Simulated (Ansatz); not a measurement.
CH₇BN₂, SMILES CB(N)N: an atomisation energy, run with Ansatz 0.2.0, Python API.

Script `tae_ch7bn2.py`:
```python
"""Atomisation energy of CH7BN2 at the given geometry."""

from collections import Counter

import ansatz as az


def energy(molecule, charge=0, unpaired=0):
    calc = (
        molecule.calculation()
        .basis(gaussian="6-31G*")
        .functional("r2scan0")
    )
    if charge:
        calc = calc.charge(charge)
    if unpaired:
        calc = calc.spin("collinear", total=unpaired)
    report = calc.run().report
    if report["published_state_doubts"]:
        print("  doubts:", report["published_state_doubts"])
    return report["free_energy_ev"]

geometry_ang = [
    ("C", (-0.7172, 1.0857, -0.2199)),
    ("B", (0.0757, -0.1848, 0.0786)),
    ("N", (-0.1886, -0.9386, 1.3666)),
    ("N", (1.1933, -0.6718, -0.922)),
    ("H", (-1.3402, 0.9788, -1.1863)),
    ("H", (-1.4692, 1.3524, 0.6003)),
    ("H", (-0.0517, 1.9956, -0.3475)),
    ("H", (0.5487, -1.7275, 1.402)),
    ("H", (0.1151, -0.2821, 2.203)),
    ("H", (1.1123, -0.046, -1.7245)),
    ("H", (0.7871, -1.6187, -1.2297)),
]
geometry = az.Crystal.molecule()
for symbol, xyz in geometry_ang:
    geometry = geometry.atom(symbol, xyz)

# unpaired electrons of the ground-state atoms
unpaired = {"C": 2, "B": 1, "N": 3, "H": 1}
counts = Counter(site.symbol for site in geometry.cartesian_sites)
atom_energy = {s: energy(az.Crystal.molecule().atom(s, (0, 0, 0)), 0, unpaired[s]) for s in counts}
whole = energy(geometry, 0, 0)
for s, e in atom_energy.items():
    print(f"{s:2s} x{counts[s]}  {e:14.5f} eV")
print(f"CH7BN2: {whole:.5f} eV")
split = sum(counts[s] * e for s, e in atom_energy.items()) - whole
print(f"atomisation energy (no zero-point term): {split:.3f} eV, {split / sum(counts.values()):.3f} eV an atom")
```

What does it cost to take this molecule apart into atoms?

41.070 eV from the electronic energies, without the zero-point term.

The run itself:

```console
$ python tae_ch7bn2.py
C  x1     -1029.18038 eV
B  x1      -670.20349 eV
N  x2     -1484.73425 eV
H  x7       -13.55743 eV
CH7BN2: -4804.82423 eV
atomisation energy (no zero-point term): 41.070 eV, 3.734 eV an atom
```

Reading the output:
- Total energies depend on the basis set; only differences at equal settings carry meaning.
- The geometry is a force-field or estimated start, not a minimum of this method, and the basis set is short of its limit. All parts are taken at fixed geometry, without zero-point energy.
- Wall time of the script: 5.2 s on 1 thread of Arm Neoverse V2 (shared host), peak memory 0.21 GiB.

(Lines on the test bed's own set-up are left out of the output.)
